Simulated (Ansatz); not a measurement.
# MgB2H6O7: the cost of one run

Computed with Ansatz 0.2.0 (DFT, PBE, plane-wave PAW, default files, scalar-relativistic, as far as a step names no other, unless a step's input says otherwise).

### Step 1. The system as given

It takes space group P4_2/n (No. 86, tetragonal). The conventional cell has a = 7.692 Å, b = 7.692 Å, c = 8.224 Å, α = 90.00°, β = 90.00°, γ = 90.00°. Mg (site symmetry -1) has 6 O at 2.10 to 2.22 Å as nearest neighbours. Around B (site symmetry 1) lie 4 O at 1.45 to 1.52 Å. H (site symmetry 1) is surrounded by 1 O at 1.00 Å. Around H (site symmetry 1) lie 1 O at 0.98 Å. Around H (site symmetry 1) lie 1 O at 0.93 Å. O (site symmetry 2) has 2 B at 1.48 Å as nearest neighbours. Around O (site symmetry 1) lie 1 H at 0.98 Å. O (site symmetry 1) has 1 H at 1.00 Å as nearest neighbours. Only part of the 9 independent sites is listed.

Coordinates:

```
CELL_PARAMETERS angstrom
7.69189 0.00000 0.00000
0.00000 7.69189 0.00000
0.00000 0.00000 8.22368
ATOMIC_POSITIONS crystal
Mg 0.75000 0.25000 0.75000
Mg 0.75000 0.75000 0.25000
Mg 0.25000 0.25000 0.25000
Mg 0.25000 0.75000 0.75000
B 0.61378 0.12238 0.10599
B 0.62238 0.88622 0.60599
B 0.87762 0.61378 0.89401
B 0.88622 0.37762 0.39401
B 0.11378 0.62238 0.39401
B 0.12238 0.38622 0.89401
B 0.37762 0.11378 0.60599
B 0.38622 0.87762 0.10599
H 0.53876 0.13679 0.34736
H 0.60390 0.63989 0.68565
H 0.63989 0.39610 0.31435
H 0.63524 0.69724 0.95625
H 0.63679 0.96124 0.84737
H 0.69724 0.36476 0.04375
H 0.80276 0.13524 0.45625
H 0.86321 0.53876 0.65263
H 0.86011 0.10390 0.18565
H 0.86476 0.80276 0.54375
H 0.89610 0.86011 0.81435
H 0.96124 0.36321 0.15263
H 0.03876 0.63679 0.15263
H 0.10390 0.13989 0.81435
H 0.13524 0.19724 0.54375
H 0.13989 0.89610 0.18565
H 0.13679 0.46124 0.65263
H 0.19724 0.86476 0.45625
H 0.30276 0.63524 0.04375
H 0.36321 0.03876 0.84737
H 0.36476 0.30276 0.95625
H 0.36011 0.60390 0.31435
H 0.39610 0.36011 0.68565
H 0.46124 0.86321 0.34736
O 0.50000 0.00000 0.01658
O 0.50000 0.00000 0.51658
O 0.52462 0.73829 0.66636
O 0.52048 0.20809 0.24759
O 0.65883 0.26448 0.99051
O 0.70809 0.97952 0.74759
O 0.73829 0.47539 0.33364
O 0.73552 0.65883 0.00949
O 0.76448 0.84117 0.49051
O 0.76171 0.02462 0.16636
O 0.79191 0.52048 0.75241
O 0.84117 0.23552 0.50949
O 0.97538 0.76171 0.83364
O 0.97952 0.29191 0.25241
O 0.00000 0.50000 0.48341
O 0.00000 0.50000 0.98342
O 0.02048 0.70809 0.25241
O 0.02462 0.23829 0.83364
O 0.15883 0.76448 0.50949
O 0.20809 0.47952 0.75241
O 0.23829 0.97538 0.16636
O 0.23552 0.15883 0.49051
O 0.26448 0.34117 0.00949
O 0.26171 0.52462 0.33364
O 0.29191 0.02048 0.74759
O 0.34117 0.73552 0.99051
O 0.47952 0.79191 0.24759
O 0.47539 0.26171 0.66636
```

### Step 2. First run, atoms as given

Input file input.yaml:

```yaml
crystal:
  lattice:
    - [7.691886, 0.0, 0.0]
    - [0.0, 7.691886, 0.0]
    - [0.0, 0.0, 8.223685]
  atoms:
    - { symbol: Mg, position: [0.75, 0.25, 0.75] }
    - { symbol: Mg, position: [0.75, 0.75, 0.25] }
    - { symbol: Mg, position: [0.25, 0.25, 0.25] }
    - { symbol: Mg, position: [0.25, 0.75, 0.75] }
    - { symbol: B, position: [0.613782, 0.122382, 0.105992] }
    - { symbol: B, position: [0.622382, 0.886218, 0.605992] }
    - { symbol: B, position: [0.877618, 0.613782, 0.894008] }
    - { symbol: B, position: [0.886218, 0.377618, 0.394008] }
    - { symbol: B, position: [0.113782, 0.622382, 0.394008] }
    - { symbol: B, position: [0.122382, 0.386218, 0.894008] }
    - { symbol: B, position: [0.377618, 0.113782, 0.605992] }
    - { symbol: B, position: [0.386218, 0.877618, 0.105992] }
    - { symbol: H, position: [0.538757, 0.13679, 0.347365] }
    - { symbol: H, position: [0.6039, 0.639894, 0.685653] }
    - { symbol: H, position: [0.639894, 0.3961, 0.314347] }
    - { symbol: H, position: [0.635238, 0.69724, 0.95625] }
    - { symbol: H, position: [0.63679, 0.961243, 0.847365] }
    - { symbol: H, position: [0.69724, 0.364762, 0.04375] }
    - { symbol: H, position: [0.80276, 0.135238, 0.45625] }
    - { symbol: H, position: [0.86321, 0.538757, 0.652635] }
    - { symbol: H, position: [0.860106, 0.1039, 0.185653] }
    - { symbol: H, position: [0.864762, 0.80276, 0.54375] }
    - { symbol: H, position: [0.8961, 0.860106, 0.814347] }
    - { symbol: H, position: [0.961243, 0.36321, 0.152635] }
    - { symbol: H, position: [0.038757, 0.63679, 0.152635] }
    - { symbol: H, position: [0.1039, 0.139894, 0.814347] }
    - { symbol: H, position: [0.135238, 0.19724, 0.54375] }
    - { symbol: H, position: [0.139894, 0.8961, 0.185653] }
    - { symbol: H, position: [0.13679, 0.461243, 0.652635] }
    - { symbol: H, position: [0.19724, 0.864762, 0.45625] }
    - { symbol: H, position: [0.30276, 0.635238, 0.04375] }
    - { symbol: H, position: [0.36321, 0.038757, 0.847365] }
    - { symbol: H, position: [0.364762, 0.30276, 0.95625] }
    - { symbol: H, position: [0.360106, 0.6039, 0.314347] }
    - { symbol: H, position: [0.3961, 0.360106, 0.685653] }
    - { symbol: H, position: [0.461243, 0.86321, 0.347365] }
    - { symbol: O, position: [0.5, 0.0, 0.016585] }
    - { symbol: O, position: [0.5, 0.0, 0.516585] }
    - { symbol: O, position: [0.524615, 0.738288, 0.666356] }
    - { symbol: O, position: [0.520484, 0.208089, 0.24759] }
    - { symbol: O, position: [0.658831, 0.264477, 0.990513] }
    - { symbol: O, position: [0.708089, 0.979516, 0.74759] }
    - { symbol: O, position: [0.738288, 0.475385, 0.333644] }
    - { symbol: O, position: [0.735523, 0.658831, 0.009487] }
    - { symbol: O, position: [0.764477, 0.841169, 0.490513] }
    - { symbol: O, position: [0.761712, 0.024615, 0.166356] }
    - { symbol: O, position: [0.791911, 0.520484, 0.75241] }
    - { symbol: O, position: [0.841169, 0.235523, 0.509487] }
    - { symbol: O, position: [0.975385, 0.761712, 0.833644] }
    - { symbol: O, position: [0.979516, 0.291911, 0.25241] }
    - { symbol: O, position: [0.0, 0.5, 0.483415] }
    - { symbol: O, position: [0.0, 0.5, 0.983415] }
    - { symbol: O, position: [0.020484, 0.708089, 0.25241] }
    - { symbol: O, position: [0.024615, 0.238288, 0.833644] }
    - { symbol: O, position: [0.158831, 0.764477, 0.509487] }
    - { symbol: O, position: [0.208089, 0.479516, 0.75241] }
    - { symbol: O, position: [0.238288, 0.975385, 0.166356] }
    - { symbol: O, position: [0.235523, 0.158831, 0.490513] }
    - { symbol: O, position: [0.264477, 0.341169, 0.009487] }
    - { symbol: O, position: [0.261712, 0.524615, 0.333644] }
    - { symbol: O, position: [0.291911, 0.020484, 0.74759] }
    - { symbol: O, position: [0.341169, 0.735523, 0.990513] }
    - { symbol: O, position: [0.479516, 0.791911, 0.24759] }
    - { symbol: O, position: [0.475385, 0.261712, 0.666356] }
kpoints:
  mp_grid: { grid: [3, 3, 3] }
scf:
  occupations: { method: fermi_dirac, width: 0.02 }
hamiltonian:
  xc: pbe
  pseudopotentials: { kind: paw }
output:
  forces: true
  stress: true
  populations: true
  efg:
    quadrupole_moments_barn: { Mg: 0.1994, B: 0.04059, H: 0.00285783, O: -0.02558 }
    contact_densities: true
  write_density: true
  write_potential: true
  elf: true
  volumetric_format: npy
```

Launch:

```console
ansatz run input.yaml --threads 1 --pin off --max-ram 2560MiB --backend cpu --events-out ev --progress --plain --runs-dir out
```

What time and memory should one allow on 1 thread of Intel Xeon Platinum 8259CL at 2.50GHz (Skylake/Cascade Lake), shared host?

About 64 s, with a peak of 1.2 GiB.
